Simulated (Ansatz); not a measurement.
**The cluster Cd6+: structure and electronic state**

Aim: characterise the cluster Cd6+ as a doublet: its structure, frontier levels and distribution of charge and spin.

Computed with Ansatz 0.2.0, Gaussian basis. Level: UKS PBE0/def2-TZVP.

The runs, in order: relaxation at PBE/def2-SVP; a search for the lowest solution at PBE0/def2-SVP; a single point at PBE0/def2-TZVP.

4 further runs of the same task are left out: 4 set aside as unsound or not needed. Runs told in other sessions of the task aren't counted.

## 1. The system as given

6 atoms, charge 1, spin multiplicity 2.

Atoms are counted from 1 here; the program's logs count them from 0.

Bond lengths: Cd1–Cd3 3.049 Å, Cd1–Cd4 3.272 Å, Cd1–Cd6 3.051 Å, Cd2–Cd4 3.053 Å, Cd2–Cd6 2.990 Å, Cd3–Cd5 2.985 Å, Cd4–Cd5 3.053 Å. Angles: Cd3–Cd1–Cd4 87.9°, Cd3–Cd1–Cd6 116.2°, Cd4–Cd1–Cd6 87.3°, Cd4–Cd2–Cd6 92.5°, Cd1–Cd3–Cd5 92.1°, Cd1–Cd4–Cd2 87.4°, Cd1–Cd4–Cd5 86.7°, Cd2–Cd4–Cd5 117.4°, Cd3–Cd5–Cd4 93.2°, Cd1–Cd6–Cd2 92.7°.

Cd takes a core potential in the def2 sets. No spin-orbit coupling is included. The ion is computed in the gas phase, without counter-ions or solvent.

The start is a GFN1-xTB geometry.

## 2. Optimising with PBE/def2-SVP

Input file in.yaml:

```yaml
crystal:
  periodic: [false, false, false]
  atoms:
    - {symbol: Cd, position_ang: [-0.086440, -1.664330, -0.998520]}
    - {symbol: Cd, position_ang: [1.529360, 2.395320, -1.155910]}
    - {symbol: Cd, position_ang: [-2.259840, -1.719360, 1.139080]}
    - {symbol: Cd, position_ang: [1.663730, 0.241510, 1.003620]}
    - {symbol: Cd, position_ang: [-0.682260, 0.055410, 2.948190]}
    - {symbol: Cd, position_ang: [-0.164550, 0.691450, -2.936460]}
basis:
  gaussian: {orbitals: def2-SVP}
total_charge: 1
magnetization: {spin_polarized: true, initial_magnetization: 1}
hamiltonian: {xc: pbe}
scf: {lower_state_search: "off"}
output: {orbitals: {seedname: orbitals}}
relax: {f_tol: 0.02, max_steps: 100}
```

Command:

```sh
ansatz run in.yaml --threads 4 --pin off --events-out ev --progress --plain --max-ram 8704MiB
```

After this run come: Searching for the lowest solution, PBE0/def2-SVP; Single point, PBE0/def2-TZVP.

**Question.** What will the summary of the whole plan be? Wanted: point group; commonest bond; HOMO, LUMO at PBE0/def2-TZVP; ⟨S²⟩.

As calculated:

| quantity | value |
| --- | --- |
| point group | D2h |
| commonest bond | Cd–Cd, 7 of mean length 3.153 Å |
| HOMO, LUMO at PBE0/def2-TZVP (over both spins) | -7.91, -6.64 eV |
| ⟨S²⟩ | 0.763 |

In words: The molecule keeps its bonding pattern by the stored test; the atoms moved 0.86 Å (rms), and the angle Cd3–Cd1–Cd6 went from 116° to 179°. No usable vibrations, so a minimum isn't proven. The alpha HOMO lies nearest to 6 Cd atoms about 17 % each and the alpha LUMO to 6 Cd atoms about 17 % each (shares on a coarse grid); over both spins the LUMO of beta spin, not drawn, take the frontier's place. Whether this spin is the lowest isn't tested here.
